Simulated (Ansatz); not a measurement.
**CH₂BFN₂: basis-set convergence**

Aim: see how fast density functionals converge with the basis set for CH₂BFN₂.

Program: Ansatz 0.2.0, Gaussian basis. Level of theory: one geometry, several basis sets. These are calculated values, not measurements.

The runs, in order: PBE0-D4/def2-SVP; ωB97M-V/def2-SVP; PBE0-D4/def2-QZVPP; ωB97M-V/def2-QZVPP; the functionals' def2-TZVPP values are taken from earlier runs.

## Step 1: The geometry

An earlier PBE0-D4 in a triple-zeta def2 set relaxation fixed the geometry.

SMILES `FB1N=CN1`, 7 atoms, charge 0, spin multiplicity 1.

Atoms are counted from 1 here; the program's logs count them from 0.

Bond lengths: F1–B2 1.304 Å, B2–N3 1.477 Å, B2–N5 1.480 Å, N3–C4 1.291 Å, C4–N5 1.414 Å, C4–H6 1.092 Å, N5–H7 1.011 Å. Angles: F1–B2–N3 133.6°, F1–B2–N5 131.1°, N3–B2–N5 94.7°, B2–N3–C4 79.9°, N3–C4–N5 107.0°, N3–C4–H6 128.7°, N5–C4–H6 124.4°, B2–N5–C4 76.0°, B2–N5–H7 128.6°, C4–N5–H7 121.7°.

## Step 2: PBE0-D4 in def2-SVP

Input file in.yaml:

```yaml
crystal:
  periodic: [false, false, false]
  atoms:
    - {symbol: F, position_ang: [0.939417, -1.815642, -0.882312]}
    - {symbol: B, position_ang: [0.234528, -0.915532, -0.254549]}
    - {symbol: N, position_ang: [-0.102733, -0.696093, 1.166982]}
    - {symbol: C, position_ang: [-0.321218, 0.486364, 0.697016]}
    - {symbol: N, position_ang: [-0.324240, 0.376211, -0.713102]}
    - {symbol: H, position_ang: [-0.471465, 1.420632, 1.242564]}
    - {symbol: H, position_ang: [0.106814, 1.076059, -1.302201]}
basis:
  gaussian: {orbitals: def2-SVP}
hamiltonian: {xc: pbe0, dispersion: d4}
output: {orbitals: {seedname: orbitals}}
```

Command:

```bash
$ ansatz run in.yaml --threads 2 --pin off --events-out ev --progress --plain --max-ram 4352MiB
```

The runs that follow: ωB97M-V in def2-SVP; PBE0-D4 in def2-QZVPP; ωB97M-V in def2-QZVPP.

Before running them: what should the planned runs give, taken together? Wanted: PBE0-D4: double and triple zeta above quadruple; ωB97M-V: double and triple zeta above quadruple.

As calculated:

| quantity | value |
| --- | --- |
| PBE0-D4: double and triple zeta above quadruple | 9.03, 0.41 eV |
| ωB97M-V: double and triple zeta above quadruple | 9.22, 0.38 eV |

**Reading.** PBE0-D4 gains 8.62 eV from double to triple zeta, then 0.41 eV more. These are total energies; as a rule much of such shifts cancels in differences, which this series doesn't test.
